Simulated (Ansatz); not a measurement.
Working through vertical spin-state energies of CH₆FNSi, SMILES C[SiH](N)F

With Ansatz 0.2.0, Python API.

At the Python prompt:
```pycon
>>> import ansatz as az
>>> from ase import Atoms
>>> BASIS_SET = "def2-SVPD"
>>> XC = "cam_b3lyp"
>>> atoms = Atoms(["C", "Si", "N", "F", "H", "H", "H", "H", "H", "H"], positions=[
...     [-0.5793, 1.2003, -0.2353],
...     [-0.1428, -0.526, -0.2941],
...     [1.3174, -0.7971, 0.4607],
...     [-1.1166, -1.3779, 0.5422],
...     [-1.6027, 1.3917, -0.7338],
...     [-0.6959, 1.6322, 0.7791],
...     [0.1201, 1.877, -0.774],
...     [0.0031, -1.0419, -1.6723],
...     [1.5581, -1.7749, 0.437],
...     [1.2217, -0.6345, 1.4934],
... ])
>>> mol = az.Crystal.molecule_from_ase(atoms)
>>> calculation = mol.calculation().basis(gaussian=BASIS_SET).functional(XC)
>>> found = {}
>>> for unpaired in [0, 2]:
...     data = calculation.spin("collinear", total=unpaired).run().report
...     s = unpaired / 2
...     found[unpaired] = data["free_energy_ev"]
...     print(f"2S+1 = {unpaired + 1}: E = {found[unpaired]:.5f} eV, <S^2> = {abs(data['mean_field']['state']['spin_squared']):.3f} (pure state {s * (s + 1):.2f})")
...
2S+1 = 1: E = -13213.73180 eV, <S^2> = 0.000 (pure state 0.00)
2S+1 = 3: E = -13206.76711 eV, <S^2> = 2.003 (pure state 2.00)
>>> lowest = min(found, key=found.get)
>>> for unpaired, e in found.items():
...     print(f"multiplicity {unpaired + 1}: {23.060548 * (e - found[lowest]):.1f} kcal/mol above the lowest")
...
multiplicity 1: 0.0 kcal/mol above the lowest
multiplicity 3: 160.6 kcal/mol above the lowest
```

In order: multiplicity 1 (+0.00 eV) and multiplicity 3 (+6.96 eV), all at the one geometry.

Total energies depend on the basis set; only differences at equal settings carry meaning. The geometry is a force-field or estimated start, not a minimum of this method, and the basis set is short of its limit. All parts are taken at fixed geometry, without zero-point energy. The whole script took 21 s on 1 thread of Arm Neoverse V2 (shared host), peak memory 0.49 GiB.
